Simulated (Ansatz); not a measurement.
# C2H3FSe: how energies converge with the basis set

One table from this session's results is given with a row withheld; the runs are named, their logs left out.

The runs use Ansatz 0.2.0, Gaussian basis; one geometry, several basis sets.

The runs, in order: PBE0-D4/def2-SVP; ωB97M-V/def2-SVP; PBE0-D4/def2-QZVPP; ωB97M-V/def2-QZVPP; the functionals' def2-TZVPP values are taken from earlier runs.

**The relaxed structure**

All runs share one geometry, relaxed beforehand with PBE0-D4 in a triple-zeta def2 set.

SMILES `CC(F)=[Se]`, 7 atoms, charge 0, spin multiplicity 1.

Atoms are counted from 1 here; the program's logs count them from 0.

Bond lengths: C1–C2 1.479 Å, C1–H5 1.086 Å, C1–H6 1.095 Å, C1–H7 1.095 Å, C2–F3 1.330 Å, C2–Se4 1.750 Å. Angles: C2–C1–H5 111.1°, C2–C1–H6 109.3°, C2–C1–H7 109.3°, H5–C1–H6 110.0°, H5–C1–H7 110.1°, H6–C1–H7 106.9°, C1–C2–F3 110.7°, C1–C2–Se4 128.7°, F3–C2–Se4 120.6°.

Set-up of the first run:

in.yaml reads:

```yaml
crystal:
  periodic: [false, false, false]
  atoms:
    - {symbol: C, position_ang: [0.141673, 0.673769, -0.054679]}
    - {symbol: C, position_ang: [-0.129992, -0.775614, 0.059133]}
    - {symbol: F, position_ang: [0.580284, -1.310711, 1.048349]}
    - {symbol: Se, position_ang: [-1.205769, -1.765457, -0.903189]}
    - {symbol: H, position_ang: [-0.434639, 1.117006, -0.861096]}
    - {symbol: H, position_ang: [-0.101915, 1.163478, 0.893950]}
    - {symbol: H, position_ang: [1.211559, 0.829428, -0.228267]}
basis:
  gaussian: {orbitals: def2-SVP}
hamiltonian: {xc: pbe0, dispersion: d4}
output: {orbitals: {seedname: orbitals}}
```

Started as:

```bash
$ ansatz run in.yaml --threads 2 --pin off --events-out ev --progress --plain --max-ram 4352MiB
```

Steps of the session up to this table: PBE0-D4 in def2-SVP; ωB97M-V in def2-SVP; PBE0-D4 in def2-QZVPP; ωB97M-V in def2-QZVPP.

One table of the session follows, with a row left open; its other results are not shown here.

It belongs to the step «Functionals by basis». 

```
functional       basis  HOMO (eV)  LUMO (eV)
   PBE0-D4    def2-SVP      -6.52      -2.11
   PBE0-D4  def2-TZVPP      -6.67      -2.23
   PBE0-D4  def2-QZVPP      -6.70      -2.26
   ωB97M-V    def2-SVP      -8.68       0.07
   ωB97M-V  def2-TZVPP      -8.84      -0.11
   ωB97M-V  def2-QZVPP          ?          ?
```

Q: Estimate the row for ωB97M-V, def2-QZVPP from the others.

As computed: HOMO (eV): -8.87; LUMO (eV): -0.16. In the column «HOMO (eV)» it is the lowest.
